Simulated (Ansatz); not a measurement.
# C3H11AlOSi: the cost of one run

Program: Ansatz 0.2.0. Level of theory: RKS PBE/6-31G*. These are calculated values, not measurements.

## 1. The structure to begin with

Bond lengths (14 of 16 bonds, heavy atoms first): C1–Al2 1.993 Å, Al2–O3 1.892 Å, O3–C4 1.375 Å, C4–C5 1.516 Å, C4–Si6 1.941 Å, C1–H7 1.153 Å, C1–H8 1.116 Å, C1–H9 1.050 Å, Al2–H10 1.590 Å, C4–H11 1.055 Å, C5–H12 1.135 Å, C5–H13 1.156 Å, C5–H14 1.096 Å, Si6–H15 1.458 Å. Angles (14 of 28 angles, heavy atoms first): C1–Al2–O3 121.9°, Al2–O3–C4 108.7°, O3–C4–C5 112.4°, O3–C4–Si6 104.0°, C5–C4–Si6 105.9°, C1–Al2–H10 117.7°, O3–Al2–H10 120.3°, Al2–C1–H7 108.5°, Al2–C1–H8 110.7°, Al2–C1–H9 114.2°, O3–C4–H11 117.2°, C5–C4–H11 112.6°, Si6–C4–H11 103.3°, C4–C5–H12 107.5°.

The coordinates stand in the first input below.

## 2. Relaxing end A

File input.yaml:

```yaml
crystal:
  periodic: [false, false, false]
  atoms:
    - { symbol: C, position_ang: [2.752, 0.549, 1.3875] }
    - { symbol: Al, position_ang: [1.5415, -0.9355, 0.8354] }
    - { symbol: O, position_ang: [-0.3336, -0.7101, 0.7264] }
    - { symbol: C, position_ang: [-0.6538, -0.2835, -0.5406] }
    - { symbol: C, position_ang: [-0.7583, 1.2264, -0.6333] }
    - { symbol: Si, position_ang: [-2.4516, -0.958, -0.8211] }
    - { symbol: H, position_ang: [2.6064, 1.4292, 0.6579] }
    - { symbol: H, position_ang: [2.4514, 0.9537, 2.3832] }
    - { symbol: H, position_ang: [3.7676, 0.2843, 1.4266] }
    - { symbol: H, position_ang: [2.2004, -2.346, 0.5126] }
    - { symbol: H, position_ang: [-0.1103, -0.702, -1.3416] }
    - { symbol: H, position_ang: [0.2837, 1.6507, -0.4817] }
    - { symbol: H, position_ang: [-1.4517, 1.6781, 0.1732] }
    - { symbol: H, position_ang: [-1.1758, 1.5739, -1.5854] }
    - { symbol: H, position_ang: [-2.9342, -0.5716, -2.141] }
    - { symbol: H, position_ang: [-2.406, -2.4078, -0.7347] }
    - { symbol: H, position_ang: [-3.3467, -0.4312, 0.2167] }
basis:
  gaussian: { orbitals: "6-31G*" }
hamiltonian:
  xc: pbe
relax:
  f_tol: 0.02
  max_steps: 50
```

On the command line:

```bash
ansatz run input.yaml --threads 2 --pin off --max-ram 3072MiB --backend cpu --events-out ev --progress --plain --runs-dir out
```

**Question.** How long does this run take on 2 threads of Arm Neoverse V1, shared host, and how much memory does it need?

About 1.9 min, with a peak of 0.18 GiB.
